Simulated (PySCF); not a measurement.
# C2H5N2PSn: the cost of one run

Computed with PySCF 2.14.0 and routines of our own; the level stands in each step. Atoms count from 0.

## 1. The starting structure

11 atoms, charge 0, multiplicity 1; geometry from: GFN2-xTB.

## 2. Optimising the geometry at PBE0-D3(BJ)/def2-SVP

Job settings and geometry (Å):

```
{"job": {"xc": "PBE0", "basis": "def2-SVP", "d3": "d3bj", "grid": 1, "maxiter": 30, "shake": 0.01, "kind": "geom"}, "charge": 0, "multiplicity": 1}
Sn    -1.922120    -0.376830     0.108700
N      0.033360     0.143130    -0.060280
C      0.704620     1.068720    -0.751990
P      2.459880     0.931570    -0.547790
C      2.054030    -0.441280     0.485640
N      0.783280    -0.696220     0.636930
H     -2.162070    -1.624390    -0.935020
H     -2.791620     0.997630    -0.365900
H     -2.065690    -0.767720     1.711310
H      0.177640     1.787620    -1.320110
H      2.766800    -1.048050     1.022850
```

Started as:

```sh
OMP_NUM_THREADS=1 python heavy_run.py task.json out
```

One launch serves the whole session: the jobs run in the order shown.

**Question.** How long does this first job take on 1 thread of AMD EPYC 7R32, shared host, and how much memory does it need?

About 83 s, with a peak of 0.54 GiB.
